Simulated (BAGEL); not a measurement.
# CH3F2OSi (SMILES FC(F)O[SiH2]): UHF/6-31G(d) (density fitting with qzvpp-jkfit, spherical functions)

What is the energy change on altering one bond length of CH3F2OSi at UHF/6-31G* (density fitting with qzvpp-jkfit, spherical functions)? 

Program for the calculation: BAGEL 1.2.2.

2 further runs of the same task are left out: 2 set aside as unsound or not needed.

### Step 1. The structure to begin with

The species is CH3F2OSi (8 atoms), meant as a doublet with charge 0. SMILES: `FC(F)O[SiH2]`. The coordinates come from a GFN2-xTB relaxation. This is one conformer, not always the lowest.

Bond lengths: F1–C2 1.360 Å, C2–F3 1.359 Å, C2–O4 1.318 Å, O4–Si5 1.671 Å, C2–H6 1.102 Å, Si5–H7 1.453 Å, Si5–H8 1.452 Å. Angles: F1–C2–F3 104.3°, F1–C2–O4 112.2°, F3–C2–O4 112.2°, C2–O4–Si5 124.6°, F1–C2–H6 107.9°, F3–C2–H6 107.8°, O4–C2–H6 112.0°, O4–Si5–H7 109.3°, O4–Si5–H8 109.3°, H7–Si5–H8 117.0°.

### Step 2. A single-point energy at UHF/6-31G(d) (density fitting with qzvpp-jkfit, spherical functions)

hf.json reads:

```json
{ "bagel" : [

{
  "title" : "molecule",
  "basis" : "6-31gs.json",
  "df_basis" : "qzvpp-jkfit",
  "angstrom" : "true",
  "geometry" : [
    { "atom" : "F", "xyz" : [      -0.742380,      -0.027610,       1.508330 ] },
    { "atom" : "C", "xyz" : [       0.495760,      -0.074510,       0.948240 ] },
    { "atom" : "F", "xyz" : [       0.843410,       1.230120,       0.789810 ] },
    { "atom" : "O", "xyz" : [       0.501220,      -0.733530,      -0.192590 ] },
    { "atom" : "Si", "xyz" : [      -0.428250,      -0.335170,      -1.522540 ] },
    { "atom" : "H", "xyz" : [       1.184090,      -0.518660,       1.685840 ] },
    { "atom" : "H", "xyz" : [      -1.833240,      -0.506560,      -1.195530 ] },
    { "atom" : "H", "xyz" : [      -0.020600,       0.965910,      -2.021550 ] }
  ]
},

{
  "title" : "uhf",
  "nopen" : 1
},

{
  "title" : "print",
  "file" : "orbitals.molden",
  "orbitals" : "true"
}

]}
```

The basis set 6-31G* is read from a file made from the Basis Set Exchange's data (not shown).

Command:

```
BAGEL_NUM_THREADS=1 BAGEL hf.json > hf.out
```

Standard output:

```text
* using 1 threads per process

  ===============================================================
  ===============================================================

  *** Geometry ***

  { "atom" : "F", "xyz" : [     -1.402895,     -0.052175,      2.850331 ] },
  { "atom" : "C", "xyz" : [      0.936851,     -0.140803,      1.791914 ] },
  { "atom" : "F", "xyz" : [      1.593814,      2.324590,      1.492525 ] },
  { "atom" : "O", "xyz" : [      0.947169,     -1.386171,     -0.363942 ] },
  { "atom" : "Si", "xyz" : [     -0.809275,     -0.633380,     -2.877184 ] },
  { "atom" : "H", "xyz" : [      2.237606,     -0.980125,      3.185776 ] },
  { "atom" : "H", "xyz" : [     -3.464322,     -0.957260,     -2.259224 ] },
  { "atom" : "H", "xyz" : [     -0.038928,      1.825305,     -3.820176 ] },

  Number of auxiliary basis functions:      488

  Since a DF basis is specified, we compute 2- and 3-index integrals:
    o Being stored without compression. Storage requirement is 0.025 GB

  Number of basis functions:       80
  Number of electrons      :       49

    * METHOD: MOLECULE                             0.20

  *** Open-shell HF ***

  === Nuclear Repulsion ===
   244.8751470763

      * DIIS with orbital gradients will be used.

  === UHF iteration (6-31gs.json) ===
      0       -601.99385139          0.04618055           0.11
      1       -602.18046621          0.02845825           0.11
      2       -602.23335193          0.01650402           0.10
      3       -602.26014807          0.00101720           0.10
      4       -602.26055074          0.00025995           0.10
      5       -602.26057741          0.00012215           0.10
      6       -602.26058673          0.00003586           0.10
      7       -602.26058846          0.00001355           0.10
      8       -602.26058878          0.00000573           0.10
      9       -602.26058888          0.00000184           0.10
     10       -602.26058889          0.00000080           0.10
     11       -602.26058889          0.00000037           0.11
     12       -602.26058889          0.00000016           0.10
     13       -602.26058890          0.00000008           0.10
     14       -602.26058889          0.00000003           0.10
     15       -602.26058890          0.00000002           0.10
     16       -602.26058890          0.00000001           0.10
    * SCF iteration converged.

    * S^2 (UHF) is 0.7523

    * Permanent dipole moment:
           (   -0.080234,     0.322684,     0.381422) a.u.

    * METHOD: UHF                                  1.90

    * METHOD: PRINT                                0.01

  ===============================================================
```

Run time: 2.3 s. Hardware: 1 thread of Arm Neoverse V2, shared host; peak memory 0.11 GiB.

### Step 3. The distorted shape at the same level

input.json reads:

```json
{ "bagel" : [

{
  "title" : "molecule",
  "basis" : "6-31gs.json",
  "df_basis" : "qzvpp-jkfit",
  "angstrom" : true,
  "geometry" : [
    { "atom" : "F", "xyz" : [   -1.231569,   -1.588934,    2.107153 ] },
    { "atom" : "C", "xyz" : [    0.006571,   -1.635834,    1.547063 ] },
    { "atom" : "F", "xyz" : [    0.354221,   -0.331204,    1.388633 ] },
    { "atom" : "O", "xyz" : [    0.012031,   -2.294854,    0.406233 ] },
    { "atom" : "Si", "xyz" : [   -0.917439,   -1.896494,   -0.923717 ] },
    { "atom" : "H", "xyz" : [    0.694901,   -2.079984,    2.284663 ] },
    { "atom" : "H", "xyz" : [   -2.322429,   -2.067884,   -0.596707 ] },
    { "atom" : "H", "xyz" : [   -0.020600,    0.965910,   -2.021550 ] }
  ]
},
{
  "title" : "uhf",
  "nopen" : 1
},
{
  "title" : "print",
  "file" : "orbitals.molden",
  "orbitals" : true
}

]}
```

The basis set 6-31G* is read from a file made from the Basis Set Exchange's data (not shown).

Command:

```
BAGEL_NUM_THREADS=1 BAGEL input.json > input.out
```

Standard output:

```text
* using 1 threads per process

  ===============================================================
  ===============================================================

  *** Geometry ***

  { "atom" : "F", "xyz" : [     -2.327328,     -3.002650,      3.981942 ] },
  { "atom" : "C", "xyz" : [      0.012417,     -3.091278,      2.923525 ] },
  { "atom" : "F", "xyz" : [      0.669381,     -0.625885,      2.624136 ] },
  { "atom" : "O", "xyz" : [      0.022735,     -4.336646,      0.767669 ] },
  { "atom" : "Si", "xyz" : [     -1.733708,     -3.583854,     -1.745572 ] },
  { "atom" : "H", "xyz" : [      1.313173,     -3.930600,      4.317387 ] },
  { "atom" : "H", "xyz" : [     -4.388755,     -3.907734,     -1.127613 ] },
  { "atom" : "H", "xyz" : [     -0.038928,      1.825305,     -3.820176 ] },

  Number of auxiliary basis functions:      488

  Since a DF basis is specified, we compute 2- and 3-index integrals:
    o Being stored without compression. Storage requirement is 0.025 GB

  Number of basis functions:       80
  Number of electrons      :       49

    * METHOD: MOLECULE                             0.20

  *** Open-shell HF ***

  === Nuclear Repulsion ===
   240.4488759476

      * DIIS with orbital gradients will be used.

  === UHF iteration (6-31gs.json) ===
      0       -601.79174610          0.04696442           0.10
      1       -602.03717490          0.02905336           0.10
      2       -602.11689323          0.01688787           0.10
      3       -602.15202132          0.00193374           0.10
      4       -602.15913385          0.00064950           0.10
      5       -602.16023326          0.00029075           0.10
      6       -602.16070227          0.00015720           0.10
      7       -602.16112272          0.00011075           0.10
      8       -602.16151241          0.00009074           0.10
      9       -602.16204720          0.00007297           0.10
     10       -602.16235462          0.00005870           0.10
     11       -602.16255564          0.00003938           0.10
     12       -602.16262416          0.00001317           0.11
     13       -602.16262563          0.00000562           0.11
     14       -602.16262568          0.00000327           0.11
     15       -602.16262590          0.00000201           0.11
     16       -602.16262594          0.00000136           0.11
     17       -602.16262595          0.00000052           0.10
     18       -602.16262595          0.00000020           0.10
     19       -602.16262595          0.00000011           0.10
     20       -602.16262595          0.00000007           0.10
     21       -602.16262595          0.00000004           0.10
     22       -602.16262595          0.00000002           0.10
     23       -602.16262595          0.00000001           0.10
     24       -602.16262595          0.00000001           0.10
    * SCF iteration converged.

    * S^2 (UHF) is 1.1488

    * Permanent dipole moment:
           (   -0.015488,     0.412141,     0.034543) a.u.

    * METHOD: UHF                                  2.71

    * METHOD: PRINT                                0.01

  ===============================================================
```

Run time: 3.3 s. Hardware: 1 thread of Arm Neoverse V2, shared host; peak memory 0.11 GiB.

### Step 4. Results

At UHF/6-31G* (density fitting with qzvpp-jkfit, spherical functions):

| quantity | value |
| --- | --- |
| first shape: total energy | -602.26059 Eh |
| first shape: dipole moment | 1.29 D |
| first shape: ⟨S²⟩ | 0.752 |
| distorted shape: total energy | -602.16263 Eh |
| distorted shape: dipole moment | 1.05 D |
| distorted shape: ⟨S²⟩ | 1.149 |
| energy change with the Si5–H8 bond stretched from 1.452 to 3.194 Å | 2.666 eV |

In words: With the Si5–H8 bond stretched from 1.452 to 3.194 Å the energy rises by 2.67 eV (257 kJ/mol). The first shape isn't relaxed at this level, so the change isn't measured from a minimum. ⟨S²⟩ (distorted shape) is 1.15 where a pure doublet has 0.75: the reference is spin-contaminated.
